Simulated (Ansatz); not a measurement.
# Hf4Te: the cost of one run

Method: DFT PBE, scalar-relativistic, plane waves, PAW, unless a step names another level, in Ansatz 0.2.0.

2 further runs of the same task are left out: 2 that didn't finish.

## (1) The starting structure

Symmetry: P4/nmm, No. 129, tetragonal system. The conventional cell has a = 3.760 Å, b = 3.760 Å, c = 17.166 Å, α = 90.00°, β = 90.00°, γ = 90.00°. Hf (site symmetry 4mm) has 9 Hf at 3.04 to 3.18 Å and 1 Te at 3.09 Å as nearest neighbours. Hf (site symmetry 4mm) has 10 Hf at 3.04 to 3.28 Å as nearest neighbours. Hf (site symmetry 4mm) is surrounded by 4 Te at 2.98 Å and 5 Hf at 3.18 to 3.22 Å. Hf (site symmetry 4mm) has 10 Hf at 3.06 to 3.28 Å as nearest neighbours. Te (site symmetry 4mm) has 5 Hf at 2.98 to 3.09 Å as nearest neighbours.

Structure file:

```cif
data_structure
_symmetry_space_group_name_H-M 'P4/nmm:1'
_symmetry_Int_Tables_number 129
_cell_length_a 3.7597
_cell_length_b 3.7597
_cell_length_c 17.1662
_cell_angle_alpha 90.000
_cell_angle_beta 90.000
_cell_angle_gamma 90.000
_cell_volume 242.65
loop_
_atom_site_label
_atom_site_type_symbol
_atom_site_symmetry_multiplicity
_atom_site_Wyckoff_symbol
_atom_site_fract_x
_atom_site_fract_y
_atom_site_fract_z
_atom_site_occupancy
Hf1 Hf 2 c 0.00000 0.50000 0.72762 1
Hf2 Hf 2 c 0.50000 0.00000 0.64172 1
Hf3 Hf 2 c 0.50000 0.00000 0.82945 1
Hf4 Hf 2 c 0.00000 0.50000 0.54953 1
Te1 Te 2 c 0.00000 0.50000 0.90772 1
```

It came out lowest among 22 distinct ends of the trial cells. At a tolerance of 0.05 Å it has space group P4/nmm (No. 129).

## (2) A stricter relaxation, on the response runs' mesh and smearing

File input.yaml:

```yaml
crystal:
  lattice:
    - [3.7597300962, 0.0, 0.0]
    - [0.0, 3.7597300962, 0.0]
    - [0.0, 0.0, 17.1661818519]
  atoms:
    - { symbol: Hf, position: [0.0, 0.5, 0.7276158093] }
    - { symbol: Hf, position: [0.5, 0.0, 0.6417238401] }
    - { symbol: Hf, position: [0.5, 0.0, 0.829450886] }
    - { symbol: Hf, position: [0.0, 0.5, 0.5495293206] }
    - { symbol: Hf, position: [0.5, 0.0, 0.4504706794] }
    - { symbol: Hf, position: [0.5, 0.0, 0.2723841907] }
    - { symbol: Hf, position: [0.0, 0.5, 0.3582761599] }
    - { symbol: Hf, position: [0.0, 0.5, 0.170549114] }
    - { symbol: Te, position: [0.0, 0.5, 0.9077245678] }
    - { symbol: Te, position: [0.5, 0.0, 0.0922754322] }
basis:
  ecutwfc: 420
kpoints:
  mp_grid: { grid: [8, 8, 2] }
hamiltonian:
  xc: pbe
scf:
  occupations: { method: gaussian, width: 0.1 }
output:
  forces: true
  stress: true
  eigenvalues: true
relax:
  adjacent_minimum: "off"
  f_tol: 0.001
  max_steps: 60
  cell: { stress_tol: 0.01 }
```

Launch:

```bash
$ ansatz run input.yaml --threads 3 --pin off --max-ram 7680MiB --backend cpu --events-out ev --progress --plain --runs-dir out
```

Q: Estimate wall time and peak memory on 3 threads of Intel Xeon at 2.70GHz, shared host.

About 94 s, with a peak of 1.3 GiB.
